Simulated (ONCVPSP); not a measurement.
**I: generating and testing an ONCV potential**

Task: generate the file, and judge it by its errors in other configurations, its logarithmic derivatives, its ghosts and its cutoff.

Method: ONCVPSP 4.0.1.1 (patched build), PBE, scalar-relativistic.

### 1 The atom and the settings

The settings as typed:

```json
{
  "element": "iodine (I, Z = 53)",
  "type": "optimised norm-conserving Vanderbilt (ONCV)",
  "frozen core": "[Kr] 4d10",
  "valence charge": "7",
  "reference configuration": "5s2 5p5",
  "partial waves": "5s: rc 1.50 bohr, ncon 4, nbas 7, qcut 3.4 1/bohr, 2 projectors, debl 1.9 Ha; 5p: rc 2.10 bohr, ncon 3, nbas 6, qcut 3.3 1/bohr, 2 projectors, debl 0.8 Ha; d scattering state at 0.32 Ha: rc 2.30 bohr, ncon 4, nbas 7, qcut 4.7 1/bohr, 2 projectors, debl 3.2 Ha",
  "local potential": "polynomial inside 1.10 bohr (lpopt 5, dvloc0 4 Ha)",
  "core correction": "not asked for"
}
```

### 2 Generation

File I.dat:

```
# ATOM AND REFERENCE CONFIGURATION
# atsym  z   nc   nv     iexc    psfile
  I 53.00    9    2        4      upf
#
#   n    l    f
    1    0    2.00
    2    0    2.00
    2    1    6.00
    3    0    2.00
    3    1    6.00
    3    2   10.00
    4    0    2.00
    4    1    6.00
    4    2   10.00
    5    0    2.00
    5    1    5.00
#
# PSEUDOPOTENTIAL AND OPTIMIZATION
# lmax
    2
#
#   l,   rc,      ep,       ncon, nbas, qcut
    0    1.50    0.00    4    7    3.40
    1    2.10    0.00    3    6    3.30
    2    2.30    0.32    4    7    4.70
#
# LOCAL POTENTIAL
# lloc, lpopt,  rc(5),   dvloc0
    4    5    1.10    4.00
#
# VANDERBILT-KLEINMAN-BYLANDER PROJECTORs
# l, nproj, debl
    0    2    1.90
    1    2    0.80
    2    2    3.20
#
# MODEL CORE CHARGE
# icmod, fcfact, rcfact
    0    0.00    0.00
#
# LOG DERIVATIVE ANALYSIS
# epsh1, epsh2, depsh
   -2.00    5.00    0.02
#
# OUTPUT GRID
# rlmax, drl
    6.00    0.01
#
# TEST CONFIGURATIONS
# ncnf
    4
# nvcnf
#   n    l    f
    2
    5    0    2.00
    5    1    4.00
#
    2
    5    0    2.00
    5    1    3.00
#
    2
    5    0    2.00
    5    1    2.00
#
    2
    5    0    2.00
    5    1    1.00
#
```

Launch:

```console
$ oncvpsp.x < I.dat > I.out
```

**Question.** What will these runs give? Wanted: cutoffs for 1 and 0.1 mHa per electron, occupied waves; bound ghosts; GHOST(+) flags; largest test error; largest phase difference near zero energy, channels read.

The runs gave:

```
                                                quantity                                                              value
  cutoffs for 1 and 0.1 mHa per electron, occupied waves                                                    32 Ha and 55 Ha
                                            bound ghosts                                                     s at -28.81 eV
                                          GHOST(+) flags  s at 898 eV, p at 49 eV (1 near or above the test basis's cutoff)
                            largest test error (AE − PS)                                              -187 meV, for 5s2 5p1
largest phase difference near zero energy, channels read                                                          0.013 rad
```

**Reading.** A bound ghost (s) makes it unfit for use: electrons can fall into a state that the atom doesn't have. The worst unpolarised test, 5s2 5p1, is off by 187 meV on 99.7 eV; by total energies transferability rates as fair for so large an energy. That test lies far up in energy; among those under 40 eV, nearer to bonding, the largest error is 35 meV. It counts as of middling hardness, with 32 Ha needed at the looser tolerance. At the looser tolerance the 5s wave is the slowest; 5p needs 10 Ha. Near zero energy the phases of the channels with partial waves agree within 0.013 rad. The pseudo curves have a pole with no partner nearby in the atom's: s at -1.07 Ha. The program also flags highly localised states, GHOST(+) (s, p). These are tests on the free atom; a crystal test is still owed.
